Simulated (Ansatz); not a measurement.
## CH6GeOSi, SMILES [GeH3][SiH]1CO1: a rigid scan of one bond length

Computed with the Ansatz DFT code, driven from Python.

Script `scan_ch6geosi.py`:
```python
# -*- coding: utf-8 -*-
'''Stretching a bond of CH6GeOSi, the rest held rigid.'''

import ansatz
from ase import Atoms
import numpy as np

BASIS = 'def2-SVP'
XC = 'pbe0'
DISPERSION = 'd3bj'


def main():
    atoms = Atoms(['Ge', 'Si', 'C', 'O', 'H', 'H', 'H', 'H', 'H', 'H'], positions=[
        (-1.1919, 1.1676, -0.1781),
        (0.7578, 0.079, -0.4438),
        (0.9882, -1.3268, 0.6979),
        (0.4925, -1.6367, -0.4784),
        (-2.2273, 0.7533, -1.312),
        (-1.8377, 0.905, 1.2021),
        (-0.9641, 2.74, -0.3037),
        (1.6915, 0.3842, -1.5835),
        (2.0562, -1.7156, 0.8139),
        (0.318, -1.4011, 1.5885),
    ])
    geometry = ansatz.Crystal.molecule_from_ase(atoms)

    symbols = [site.symbol for site in geometry.cartesian_sites]
    start = np.array([site.position_ang for site in geometry.cartesian_sites])
    axis = (start[9] - start[2]) / np.linalg.norm(start[9] - start[2])
    moving = [9]
    lengths, energies = [0.95, 1.03, 1.12, 1.23, 1.4, 1.68, 2.01, 2.46], []
    for length in lengths:
        xyz = start.copy()
        xyz[moving] += (length - np.linalg.norm(start[9] - start[2])) * axis
        point = ansatz.Crystal.molecule()
        for symbol, place in zip(symbols, xyz):
            point = point.atom(symbol, place.tolist())
        base = (
            point.calculation()
            .basis(gaussian=BASIS)
            .functional(XC, dispersion=DISPERSION)
            .spin('collinear')
        )
        report = base.run().report
        energies.append(report['free_energy_ev'])
        print(f'r = {length:6.3f} A  E = {energies[-1]:.5f} eV  <S^2> = {abs(report["mean_field"]["state"]["spin_squared"]):.3f}')

    print('energy above the lowest point (eV):', [round(e - min(energies), 3) for e in energies])


if __name__ == '__main__':
    main()
```

```console
$ python scan_ch6geosi.py
r =  0.950 A  E = -67549.93298 eV  <S^2> = 0.000
r =  1.030 A  E = -67550.36262 eV  <S^2> = 0.000
r =  1.120 A  E = -67550.46639 eV  <S^2> = 0.000
r =  1.230 A  E = -67550.27302 eV  <S^2> = 0.000
r =  1.400 A  E = -67549.65511 eV  <S^2> = 0.000
r =  1.680 A  E = -67548.45034 eV  <S^2> = 0.000
r =  2.010 A  E = -67547.19949 eV  <S^2> = 0.052
r =  2.460 A  E = -67546.40786 eV  <S^2> = 0.751
energy above the lowest point (eV): [0.533, 0.104, 0.0, 0.193, 0.811, 2.016, 3.267, 4.059]
```

Reading the output:
- Total energies depend on the basis set; only differences at equal settings carry meaning.
- The rest of the molecule is held rigid at a force-field or estimated start geometry, and the basis set is modest; single-reference methods fail as a bond breaks.
- The expectation value of S² is noticeably off S(S+1) in at least one run, so that state is spin-contaminated.
- The whole script took 76 s on 1 thread of Arm Neoverse V2, on a shared host, peak memory 0.46 GiB.
